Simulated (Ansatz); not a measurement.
# Cu: the cost of one run

Program: Ansatz 0.2.0. Level of theory: DFT PBE, scalar-relativistic, plane waves, PAW. These are calculated values, not measurements.

## Step 1: The starting structure

It takes space group Fm-3m (No. 225, cubic). The conventional cell has a = 3.600 Å, b = 3.600 Å, c = 3.600 Å, α = 90.00°, β = 90.00°, γ = 90.00°. Cu (site symmetry m-3m) has 12 Cu at 2.55 Å as nearest neighbours.

Structure file:

```cif
data_structure
_symmetry_space_group_name_H-M 'P 1'
_symmetry_Int_Tables_number 1
_cell_length_a 2.5456
_cell_length_b 2.5456
_cell_length_c 3.6000
_cell_angle_alpha 90.000
_cell_angle_beta 90.000
_cell_angle_gamma 90.000
_cell_volume 23.33
loop_
_atom_site_label
_atom_site_type_symbol
_atom_site_fract_x
_atom_site_fract_y
_atom_site_fract_z
_atom_site_occupancy
Cu1 Cu 0.00000 0.00000 0.00000 1
Cu2 Cu 0.50000 0.50000 0.50000 1
```

## Step 2: Relaxing cell and atoms: Cu, no spin

The input, input.yaml:

```yaml
crystal:
  lattice:
    - [2.5455844123, 0.0, 0.0]
    - [0.0, 2.5455844123, 0.0]
    - [0.0, 0.0, 3.6]
  atoms:
    - { symbol: Cu, position: [0.0, 0.0, 0.0] }
    - { symbol: Cu, position: [0.5, 0.5, 0.5] }
scf:
  occupations: { method: methfessel_paxton, width: 0.1 }
output:
  forces: true
  stress: true
  eigenvalues: true
hamiltonian:
  xc: pbe
kpoints:
  mp_grid: { grid: [16, 16, 12] }
relax:
  f_tol: 0.005
  cell: { stress_tol: 0.02 }
```

On the command line:

```bash
$ ansatz run input.yaml --threads 8 --pin off --max-ram 28672MiB --backend cpu --events-out ev --progress --plain --runs-dir out
```

Q: Estimate wall time and peak memory on 8 threads of Arm Neoverse V2, shared host.

About 10 s, with a peak of 0.47 GiB.
